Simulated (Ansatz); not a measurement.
# C10H7I: how energies converge with the basis set

One table from this session's results is given with a row withheld; the runs are named, their logs left out.

Program: Ansatz 0.2.0, Gaussian basis. Level of theory: one geometry, several basis sets. These are calculated values, not measurements.

The runs, in order: PBE0-D4/def2-SVP; ωB97M-V/def2-SVP; PBE0-D4/def2-QZVPP; ωB97M-V/def2-QZVPP; the functionals' def2-TZVPP values are taken from earlier runs.

## The geometry

An earlier PBE0-D4 in a triple-zeta def2 set relaxation fixed the geometry. I takes the def2 core potential; no spin-orbit term is included.

SMILES `Ic1ccc2ccccc2c1`, 18 atoms, charge 0, spin multiplicity 1.

Atoms are counted from 1 here; the program's logs count them from 0.

Bond lengths: I1–C2 2.086 Å, C2–C3 1.408 Å, C2–C11 1.366 Å, C3–C4 1.366 Å, C3–H12 1.082 Å, C4–C5 1.411 Å, C4–H13 1.085 Å, C5–C6 1.411 Å, C5–C10 1.420 Å, C6–C7 1.367 Å, C6–H14 1.085 Å, C7–C8 1.408 Å, C7–H15 1.084 Å, C8–C9 1.367 Å, C8–H16 1.084 Å, C9–C10 1.412 Å, C9–H17 1.085 Å, C10–C11 1.412 Å and more. Angles: I1–C2–C3 118.7°, I1–C2–C11 119.9°, C3–C2–C11 121.3°, C2–C3–C4 119.4°, C2–C3–H12 120.0°, C4–C3–H12 120.6°, C3–C4–C5 121.2°, C3–C4–H13 119.8°, C5–C4–H13 118.9°, C4–C5–C6 122.3°, C4–C5–C10 118.7°, C6–C5–C10 119.0°, C5–C6–C7 120.7°, C5–C6–H14 118.8°, C7–C6–H14 120.5°, C6–C7–C8 120.3°, C6–C7–H15 120.1°, C8–C7–H15 119.6° and more.

The first run:

Input file in.yaml:

```yaml
crystal:
  periodic: [false, false, false]
  atoms:
    - {symbol: I, position_ang: [2.995508, -3.340325, -0.399771]}
    - {symbol: C, position_ang: [1.754274, -1.664165, -0.389200]}
    - {symbol: C, position_ang: [2.085115, -0.571533, -1.213612]}
    - {symbol: C, position_ang: [1.281490, 0.533650, -1.217475]}
    - {symbol: C, position_ang: [0.125530, 0.600974, -0.410507]}
    - {symbol: C, position_ang: [-0.719090, 1.731105, -0.397840]}
    - {symbol: C, position_ang: [-1.831676, 1.762456, 0.396582]}
    - {symbol: C, position_ang: [-2.150205, 0.662449, 1.215819]}
    - {symbol: C, position_ang: [-1.351304, -0.447044, 1.225571]}
    - {symbol: C, position_ang: [-0.196124, -0.508501, 0.416146]}
    - {symbol: C, position_ang: [0.645333, -1.642669, 0.407945]}
    - {symbol: H, position_ang: [2.969276, -0.612363, -1.836659]}
    - {symbol: H, position_ang: [1.530038, 1.379229, -1.850084]}
    - {symbol: H, position_ang: [-0.470135, 2.576471, -1.030484]}
    - {symbol: H, position_ang: [-2.473557, 2.635720, 0.398570]}
    - {symbol: H, position_ang: [-3.034727, 0.698852, 1.841190]}
    - {symbol: H, position_ang: [-1.594304, -1.295816, 1.855753]}
    - {symbol: H, position_ang: [0.397059, -2.487191, 1.039654]}
basis:
  gaussian: {orbitals: def2-SVP}
hamiltonian: {xc: pbe0, dispersion: d4}
output: {orbitals: {seedname: orbitals}}
```

The run is started by

```console
ansatz run in.yaml --threads 4 --pin off --events-out ev --progress --plain --max-ram 66560MiB --backend cpu
```

Steps of the session up to this table: PBE0-D4 in def2-SVP; ωB97M-V in def2-SVP; PBE0-D4 in def2-QZVPP; ωB97M-V in def2-QZVPP.

One of the session's tables, all rows but one given; the rest of the session is left out.

It belongs to the step «Functionals by basis». 

```
functional       basis  HOMO (eV)
   PBE0-D4    def2-SVP      -6.44
   PBE0-D4  def2-TZVPP      -6.46
   PBE0-D4  def2-QZVPP          ?
   ωB97M-V    def2-SVP      -8.34
   ωB97M-V  def2-TZVPP      -8.37
   ωB97M-V  def2-QZVPP      -8.38
```

**Question.** Estimate the row for PBE0-D4, def2-QZVPP.

The run gave: HOMO (eV): -6.47. In the column «HOMO (eV)» it lies between ωB97M-V, def2-SVP (-8.34) and PBE0-D4, def2-TZVPP (-6.46).
